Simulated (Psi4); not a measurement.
# One shape, several levels: InSiNH6 (SMILES N[SiH2][InH2])

We compute a comparison of 4 runs (BHLYP/def2-SVP, CAM-B3LYP/def2-SVP, HSE06/def2-SVP, wB97X/def2-SVP) of InSiNH6. 

The results are computed with Psi4 1.11.

4 further runs of the same task are left out: 4 that didn't finish. Runs told in other sessions of the task aren't counted.

## Step 1: The system as given

InSiNH6 has 9 atoms, charge 0, and is taken as a singlet. As SMILES, `N[SiH2][InH2]`. One bond was lengthened or shortened from a relaxed shape.

Bond lengths: N1–Si2 1.988 Å, Si2–In3 2.572 Å, N1–H4 1.007 Å, N1–H5 1.008 Å, Si2–H6 1.491 Å, Si2–H7 1.501 Å, In3–H8 1.735 Å, In3–H9 1.730 Å. Some angles: N1–Si2–In3 109.0°, N1–Si2–H6 107.5°, N1–Si2–H7 115.0°, In3–Si2–H6 111.6°, In3–Si2–H7 108.8°, Si2–N1–H4 119.3°, Si2–N1–H5 120.1°, Si2–In3–H8 120.6°, Si2–In3–H9 122.7°, H6–Si2–H7 104.9°.

## Step 2: Energy and forces at BHLYP/def2-SVP (core potential) (run 1)

Input file calc.inp:

```
memory 2200 mb

molecule geom {
  0 1
  N     -1.081293     0.568510    -1.511553
  Si     0.373800     0.744000    -0.168700
  In     0.267200    -1.255400     1.446100
  H     -1.285393    -0.337090    -1.901753
  H     -1.225493     1.293110    -2.197653
  H      0.170000     2.036500     0.545200
  H      1.758900     0.832100    -0.740700
  H     -0.551200    -2.716800     0.991900
  H      1.004100    -1.233700     3.011600
  symmetry c1
  no_reorient
  no_com
}

set globals {
  puream true
  e_convergence 1e-09
  d_convergence 1e-08
  scf_type pk
  dft_radial_points 99
  dft_spherical_points 590
}

energy_value, wavefunction = gradient("bhhlyp/def2-SVP", return_wfn=True)
oeprop(wavefunction, "QUADRUPOLE", "LOWDIN_CHARGES", "DIPOLE")
```

On the command line:

```bash
$ psi4 -n 1 calc.inp calc.out
```

calc.out:

```text
[...]
    !!!  WARNING: ECP capability is in beta. Please check occupations closely.  !!!
[...]
  Running in c1 symmetry.
[...]
  Nuclear repulsion =  165.300744294457957
[...]
  Multiplicity = 1
[...]
  Nalpha       = 24
  Nbeta        = 24
[...]
    Number of basis functions: 88
[...]
   @RKS iter   1:  -537.53134483573149   -1.38337e+00   6.68568e-03 ADIIS/DIIS
[...]
   @RKS iter  11:  -537.69638186766804   -3.18323e-12   5.85891e-09 DIIS
[...]
  @RKS Final Energy:  -537.69638186766804
   => Energetics <=
    Nuclear Repulsion Energy =            165.3007442944579566
    One-Electron Energy =               -1143.3076437002778221
    Two-Electron Energy =                 464.5238752687172337
    DFT Exchange-Correlation Energy =     -24.2133577305653631
    Empirical Dispersion Energy =           0.0000000000000000
    VV10 Nonlocal Energy =                  0.0000000000000000
    Total Energy =                       -537.6963818676680376
[...]
  -Total Gradient:
     Atom            X                  Y                   Z
    ------   -----------------  -----------------  -----------------
       1       -0.045501978209    -0.008676298963    -0.052566455029
       2        0.046194421746     0.002976644414     0.050185315388
       3        0.002747644910     0.003608836736    -0.000352249715
       4       -0.005073898477     0.001308470417    -0.001002878627
       5       -0.004677582267    -0.000732860346    -0.000932322447
       6        0.002252521162     0.002227628088     0.003480999211
       7        0.004839061475     0.000229492276     0.001304401168
       8       -0.000098250095     0.000053992872     0.000197497761
       9       -0.000675953994    -0.000996054317    -0.000317756698
[...]
```

Run time: 14 s. Hardware: 1 thread of Intel Xeon 6975P-C (Granite Rapids), shared host; peak memory 1.3 GiB.

## Step 3: The energy at CAM-B3LYP/def2-SVP (core potential) (run 2)

Input file calc.dat:

```
memory 2200 MB

molecule system {
  0 1
  N
  Si 1 R2
  In 2 R3 1 A3
  H 1 R4 2 A4 3 D4
  H 1 R5 4 A5 2 D5
  H 2 R6 1 A6 4 D6
  H 2 R7 6 A7 1 D7
  H 3 R8 2 A8 6 D8
  H 3 R9 8 A9 2 D9

  R2 = 1.987799
  R3 = 2.572264
  A3 = 108.97362
  R4 = 1.006988
  A4 = 119.30977
  D4 = -40.8945
  R5 = 1.008252
  A5 = 110.71015
  D5 = 145.73306
  R6 = 1.490552
  A6 = 107.45883
  D6 = -161.93911
  R7 = 1.501149
  A7 = 104.93763
  D7 = 122.89153
  R8 = 1.735444
  A8 = 120.64998
  D8 = 138.98249
  R9 = 1.7304
  A9 = 116.62594
  D9 = -179.41458
  units angstrom
  symmetry c1
}

set globals {
  basis def2-SVP
  reference rks
  puream true
  e_convergence 1e-09
  d_convergence 1e-08
  scf_type pk
  dft_radial_points 99
  dft_spherical_points 590
}

e_tot, wfn = energy('cam-b3lyp', return_wfn=True)
oeprop(wfn, 'MULLIKEN_CHARGES', 'MAYER_INDICES', 'WIBERG_LOWDIN_INDICES', title='CAM-B3LYP')
print_variables()
```

On the command line:

```bash
$ psi4 -i calc.dat -o calc.out -n 1
```

calc.out:

```text
[...]
    !!!  WARNING: ECP capability is in beta. Please check occupations closely.  !!!
[...]
  Running in c1 symmetry.
[...]
  Nuclear repulsion =  165.300753188358442
[...]
  Multiplicity = 1
[...]
  Nalpha       = 24
  Nbeta        = 24
[...]
    Number of basis functions: 88
[...]
   @RKS iter   1:  -537.57549864993302   -1.39512e+00   7.22743e-03 DIIS/ADIIS
[...]
   @RKS iter  12:  -537.76557593051075   -2.50111e-12   2.17712e-09 DIIS
[...]
  @RKS Final Energy:  -537.76557593051075
   => Energetics <=
    Nuclear Repulsion Energy =            165.3007531883584420
    One-Electron Energy =               -1143.1575745971977085
    Two-Electron Energy =                 474.4517369657191921
    DFT Exchange-Correlation Energy =     -34.3604914873906253
    Empirical Dispersion Energy =           0.0000000000000000
    VV10 Nonlocal Energy =                  0.0000000000000000
    Total Energy =                       -537.7655759305107495
[...]
 Multipole Moments:
 ------------------------------------------------------------------------------------
     Multipole            Electronic (a.u.)      Nuclear  (a.u.)        Total (a.u.)
 ------------------------------------------------------------------------------------
 L = 1.  Multiply by 2.5417464519 to convert [e a0] to [Debye]
 Dipole X            :         -0.3824803            0.6368947            0.2544145
 Dipole Y            :        -52.4023741           52.5313880            0.1290139
 Dipole Z            :         33.2545788          -33.3068360           -0.0522573
 Magnitude           :                                                    0.2900037
[...]
```

Run time: 15 s. Hardware: 1 thread of Intel Xeon 6975P-C (Granite Rapids), shared host; peak memory 1.4 GiB.

Run 3 isn't shown in full; the table further down has it.

## Step 4: The energy at wB97X/def2-SVP (core potential) (run 4)

Input file input.inp:

```
memory 2200 MB

molecule m {
  0 1
  N     -1.081293     0.568510    -1.511553
  Si     0.373800     0.744000    -0.168700
  In     0.267200    -1.255400     1.446100
  H     -1.285393    -0.337090    -1.901753
  H     -1.225493     1.293110    -2.197653
  H      0.170000     2.036500     0.545200
  H      1.758900     0.832100    -0.740700
  H     -0.551200    -2.716800     0.991900
  H      1.004100    -1.233700     3.011600
  units angstrom
  symmetry c1
}

set reference rks
set puream true
set e_convergence 1e-09
set d_convergence 1e-08
set scf_type pk
set dft_radial_points 99
set dft_spherical_points 590

e_tot, wfn = energy("wb97x/def2-SVP", return_wfn=True)
oeprop(wfn, "LOWDIN_CHARGES", "WIBERG_LOWDIN_INDICES", "MULLIKEN_CHARGES", title="WB97X")
```

On the command line:

```bash
$ psi4 -n 1 input.inp input.out
```

input.out:

```text
[...]
    !!!  WARNING: ECP capability is in beta. Please check occupations closely.  !!!
[...]
  Running in c1 symmetry.
[...]
  Nuclear repulsion =  165.300744294457957
[...]
  Multiplicity = 1
[...]
  Nalpha       = 24
  Nbeta        = 24
[...]
    Number of basis functions: 88
[...]
   @RKS iter   1:  -537.68134249305922   -1.58869e+00   6.36982e-03 DIIS/ADIIS
[...]
   @RKS iter  11:  -537.83293234367238   -5.88898e-11   9.88289e-09 DIIS
[...]
  @RKS Final Energy:  -537.83293234367238
   => Energetics <=
    Nuclear Repulsion Energy =            165.3007442944579566
    One-Electron Energy =               -1143.1626080197925148
    Two-Electron Energy =                 473.3190370359782833
    DFT Exchange-Correlation Energy =     -33.2901056543160152
    Empirical Dispersion Energy =           0.0000000000000000
    VV10 Nonlocal Energy =                  0.0000000000000000
    Total Energy =                       -537.8329323436723826
[...]
 Multipole Moments:
 ------------------------------------------------------------------------------------
     Multipole            Electronic (a.u.)      Nuclear  (a.u.)        Total (a.u.)
 ------------------------------------------------------------------------------------
 L = 1.  Multiply by 2.5417464519 to convert [e a0] to [Debye]
 Dipole X            :          8.6313692           -8.4671095            0.1642598
 Dipole Y            :        -41.5418767           41.5038544           -0.0380222
 Dipole Z            :         45.3262642          -45.5525695           -0.2263053
 Magnitude           :                                                    0.2822075
[...]
```

It took 13 s on 1 thread of Intel Xeon 6975P-C (Granite Rapids), shared host; peak memory 1.4 GiB.

## Step 5: Overview of the runs

```csv
run,level,task,energy (Eh),dipole moment (D),HOMO energy (eV),LUMO energy (eV),wall time
1,BHLYP/def2-SVP (core potential),gradient,-537.696382,0.73,-7.88,-1.35,14 s
2,CAM-B3LYP/def2-SVP (core potential),energy,-537.765576,0.74,-7.92,-1.17,15 s
3,HSE06/def2-SVP (core potential),energy,-537.642190,0.73,-6.14,-2.43,30 s
4,wB97X/def2-SVP (core potential),energy,-537.832932,0.72,-8.99,-0.24,13 s
```

## Step 6: Results

| quantity | value |
| --- | --- |
| run 4: total energy | -537.83293 Eh |
| run 4: dipole moment | 0.72 D |
| run 4: HOMO energy | -8.99 eV |
| run 4: LUMO energy | -0.24 eV |
| run 4: HOMO–LUMO gap | 8.75 eV |

In words: The dipole moment (its size) runs from 0.72 D (wB97X/def2-SVP) to 0.74 D (CAM-B3LYP/def2-SVP). The HOMO–LUMO gap runs from 3.71 eV (HSE06/def2-SVP) to 8.75 eV (wB97X/def2-SVP). Totals of different functionals can't be ranked against each other. All runs together took 71 s, the longest 30 s.
